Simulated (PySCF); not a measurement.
# EuH3O3 (Eu(OH)3): the cost of one run

Computed with PySCF 2.14.0. Level: several levels, as the steps say, no spin–orbit coupling.

### Step 1. The system as given

7 atoms, charge 0, spin multiplicity 1.

Bond lengths: Eu1–O2 2.095 Å, Eu1–O4 2.095 Å, Eu1–O6 2.095 Å, O2–H3 0.959 Å, O4–H5 0.959 Å, O6–H7 0.959 Å. Angles: O2–Eu1–O4 119.8°, O2–Eu1–O6 119.8°, O4–Eu1–O6 119.8°, Eu1–O2–H3 178.0°, Eu1–O4–H5 178.0°, Eu1–O6–H7 178.0°.

Geometry (Å):

```xyz
7
charge 0, multiplicity 1
Eu    0.0000    0.0000    0.0269
O     2.0922    0.0000    0.1253
H     3.0484    0.0000    0.2036
O    -1.0461    1.8119    0.1253
H    -1.5242    2.6399    0.2036
O    -1.0461   -1.8119    0.1253
H    -1.5242   -2.6400    0.2036
```

Formal oxidation states: Eu +3. Each metal's 6 4f electrons lie in its core potential, so multiplicities, spins and levels count the valence alone. An earlier session relaxed this geometry at B3LYP, Eu lcecp-1-SVP with ECP52, O def2-SVP, H def2-SVP (singlet, point group C3v).

At B3LYP on the finer grid: E = -262.811556 Eh, HOMO -7.25 eV, LUMO -1.65 eV, Mulliken charge on Eu1 +1.03 e, largest force component 0.005 eV/Å. 

Levels to run: BLYP; CAM-B3LYP; M06-L; revPBE; B3LYP, TZVP. Hardware: 2 threads of AMD EPYC (Zen 3), shared host.

### Step 2. BLYP

Input file run.py (the lines that set the calculation):

```python
mol = gto.M(atom='''
Eu     0.00000     0.00000     0.02689
O      2.09222     0.00001     0.12534
H      3.04836     0.00002     0.20359
O     -1.04612     1.81191     0.12534
H     -1.52419     2.63995     0.20359
O     -1.04610    -1.81193     0.12534
H     -1.52416    -2.63996     0.20359''',
    basis={'Eu': 'lcecp-1-SVP', 'O': 'def2-SVP', 'H': 'def2-SVP'},
    ecp={'Eu': 'lcecp-1-SVP'},
    charge=0, spin=0)
mf = dft.RKS(mol, xc='BLYP')
mf.grids.atom_grid = (75, 302)  # f atoms: unpruned, at least (60, 302)
mf = mf.density_fit()  # fitting sets: Eu AutoAux, O def2-universal-JKFIT, H def2-universal-JKFIT
mf.conv_tol = 1e-08; mf.max_cycle = 55
mf.kernel(dm0)  # dm0: the density of the relaxed state
```

Run with:

```
$ OMP_NUM_THREADS=2 python run.py
```

**Question.** How long does this run take on 2 threads of AMD EPYC (Zen 3), shared host?

About 14 s.
